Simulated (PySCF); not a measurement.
# [Pb(OH)3]+: other functionals and bases at one geometry

One table from this session's results is given with a row withheld; the runs are named, their logs left out.

Computed with PySCF 2.14.0. Level: several levels, as the steps say, no spin–orbit coupling.

3 further runs of the same task are left out: 2 for a known fault of the program, 1 set aside as unsound or not needed.

### The starting structure

7 atoms, charge 1, spin multiplicity 1.

Bond lengths: Pb1–O2 2.051 Å, Pb1–O4 2.067 Å, Pb1–O6 2.038 Å, O2–H3 0.979 Å, O4–H5 0.979 Å, O6–H7 0.980 Å. Angles: O2–Pb1–O4 132.1°, O2–Pb1–O6 113.4°, O4–Pb1–O6 114.5°, Pb1–O2–H3 110.9°, Pb1–O4–H5 111.8°, Pb1–O6–H7 109.9°.

Coordinates:

```xyz
7
H3O3Pb
Pb    0.5753   -0.0179    0.0891
O    -0.3150    0.0281    1.9363
H    -1.2907    0.0467    1.8528
O    -0.2053   -0.0207   -1.8247
H    -1.1841   -0.0047   -1.8182
O     2.6114   -0.0466    0.1712
H     2.9814   -0.0732   -0.7355
```

Formal oxidation states: Pb +4. An earlier session relaxed this geometry at r2SCAN, Pb def2-SVP with ECP60, O def2-SVP, H def2-SVP (singlet, point group Cs).

At r2SCAN on the finer grid: E = -419.798740 Eh, HOMO -13.57 eV, LUMO -10.97 eV, Mulliken charge on Pb1 +1.26 e, largest force component 0.018 eV/Å. 

Levels to run: CAM-B3LYP; TPSSh; wB97X; PBE; r2SCAN, TZVP; r2SCAN, x2c-SVP. Hardware: 2 threads of Arm Neoverse V2, shared host.

The first run:

Input file run.py (the lines that set the calculation):

```python
mol = gto.M(atom='''
Pb     0.57526    -0.01787     0.08911
O     -0.31499     0.02813     1.93631
H     -1.29073     0.04674     1.85283
O     -0.20534    -0.02069    -1.82471
H     -1.18411    -0.00468    -1.81817
O      2.61137    -0.04659     0.17119
H      2.98142    -0.07318    -0.73545''',
    basis={'Pb': 'def2-SVP', 'O': 'def2-SVP', 'H': 'def2-SVP'},
    ecp={'Pb': 'def2-SVP'},
    charge=1, spin=0)
mf = dft.RKS(mol, xc='CAMB3LYP')
mf.grids.atom_grid = (75, 302)
mf = mf.density_fit()  # fitting sets: Pb def2-universal-JKFIT, O def2-universal-JKFIT, H def2-universal-JKFIT
mf.conv_tol = 1e-08; mf.max_cycle = 55
mf.kernel(dm0)  # dm0: the density of the relaxed state
```

On the command line:

```
> OMP_NUM_THREADS=2 python run.py
```

Steps of the session up to this table: CAM-B3LYP; TPSSh; wB97X; PBE; r2SCAN, TZVP; r2SCAN, x2c-SVP.

One table of the session follows, with a row left open; its other results are not shown here.

```
                level  HOMO (eV)  gap (eV)  charge on Pb1 (e)  dipole (D)  largest force component (eV/Å)
r2SCAN (relaxed here)     -13.57      2.60               1.26        3.22                            0.02
            CAM-B3LYP     -16.39      7.22               1.26        3.34                            0.68
                TPSSh     -13.95      3.38               1.25        3.19                            0.13
                wB97X          ?         ?                  ?           ?                               ?
                  PBE     -13.09      2.13               1.14        3.08                            0.43
         r2SCAN, TZVP     -13.72      2.66               1.36        3.03                            0.56
      r2SCAN, x2c-SVP     -13.56      2.56               1.30        3.21                            0.36
```

Q: Estimate the row for wB97X from the others.

**Answer.** HOMO (eV): -17.43; gap (eV): 9.28; charge on Pb1 (e): 1.30; dipole (D): 3.36; largest force component (eV/Å): 0.80. In the column «HOMO (eV)» it is the lowest.

The dipole of a charged species depends on the origin, so these sizes hold for this origin alone.

In one basis the HOMO–LUMO gap runs from 2.13 eV (PBE) to 9.28 eV (wB97X). The largest leftover force, 0.80 eV/Å with wB97X, stands at a geometry relaxed at another level. Total energies of different levels can't be compared.
